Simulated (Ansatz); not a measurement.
# CH₂Ge+ (quartet): from Hartree-Fock to the top rungs, cc-pVTZ

Aim: climb from Hartree-Fock through coupled cluster and multireference methods for CH₂Ge+ (quartet) at one geometry and basis, and see what each rung misses.

Computed with Ansatz 0.2.0, Gaussian basis. Level: cc-pVTZ, core rule «outside noble gas», up to 15 orbitals frozen.

To be run: UHF; CCSD(T) on ROHF; CCSD(T) on UHF; BCCD(T) on ROHF; CCSDT(Q) on ROHF; CCSDT(Q) on UHF; CASSCF and MRCISD+Q, 9 electrons in 10 orbitals; CASSCF and NEVPT2, 9 electrons in 10 orbitals.

6 further runs of the same task are left out: 6 set aside as unsound or not needed.

## 1. What is computed

The geometry is a PBE0/def2-TZVP stationary point (not a proven minimum) of the parent state, kept for this charge and spin. No spin-orbit coupling is included. The filled d shell of Ge may be among the frozen orbitals whatever the setting's name suggests; the logs give the count.

4 atoms, charge 1, spin multiplicity 4.

Atoms are counted from 1 here; the program's logs count them from 0.

Bond lengths: Ge1–C2 1.905 Å, Ge1–H3 1.592 Å, C2–H4 1.091 Å. Angles: C2–Ge1–H3 95.9°, Ge1–C2–H4 136.5°.

## 2. UHF

File in.yaml:

```yaml
crystal:
  periodic: [false, false, false]
  atoms:
    - {symbol: Ge, position_ang: [0.000000, -0.044572, 0.290198]}
    - {symbol: C, position_ang: [0.000000, 0.182313, -1.601029]}
    - {symbol: H, position_ang: [0.000000, 1.508639, 0.640309]}
    - {symbol: H, position_ang: [0.000000, -0.468907, -2.476239]}
basis:
  gaussian: {orbitals: cc-pVTZ}
total_charge: 1
magnetization: {spin_polarized: true, initial_magnetization: 3}
hamiltonian: {xc: hf}
output: {orbitals: {seedname: orbitals}}
```

Launch:

```console
$ ansatz run in.yaml --threads 1 --pin off --events-out ev --progress --plain --max-ram 4096MiB --backend cpu
```

After this run come: CCSD(T) on ROHF; CCSD(T) on UHF; BCCD(T) on ROHF; CCSDT(Q) on ROHF; CCSDT(Q) on UHF; CASSCF and MRCISD+Q, 9 electrons in 10 orbitals; CASSCF and NEVPT2, 9 electrons in 10 orbitals.

Q: Predict the results of all the runs planned. Wanted: UCCSDT(Q) below the RHF energy; RMP2 from UCCSDT(Q); UMP2 from UCCSDT(Q); RCCSD from UCCSDT(Q); RCCSD(T) from UCCSDT(Q); UCCSD(T) from UCCSDT(Q); RCCSDT(Q) from UCCSDT(Q); NEVPT2 valence from UCCSDT(Q); MRCISD+Q valence from UCCSDT(Q).

As calculated:

```
                         quantity                      value
   UCCSDT(Q) below the RHF energy                 -5.8904 eV
              RMP2 from UCCSDT(Q)                +1072.0 meV
              UMP2 from UCCSDT(Q)                +1076.4 meV
             RCCSD from UCCSDT(Q)                 +256.2 meV
          RCCSD(T) from UCCSDT(Q)                  +53.5 meV
          UCCSD(T) from UCCSDT(Q)                  +44.1 meV
         RCCSDT(Q) from UCCSDT(Q)                  +10.6 meV
    NEVPT2 valence from UCCSDT(Q)                 +871.7 meV
  MRCISD+Q valence from UCCSDT(Q)                  +54.5 meV
levels within 1 kcal/mol (43 meV)  RCCSDT, UCCSDT, RCCSDT(Q)
                    T1 diagnostic                      0.030
   effectively unpaired electrons                       3.02
```

What this shows: RCCSD(T) misses by +53.5 meV, 0.9 % of the correlation energy. One determinant dominates. Of the multireference levels listed MRCISD+Q valence comes nearest in total energy (+54.5 meV), which doesn't show that its space is the better one. These misses are within one basis, not against nature; the frozen cores of restricted and unrestricted runs differ, which can shift their rows.
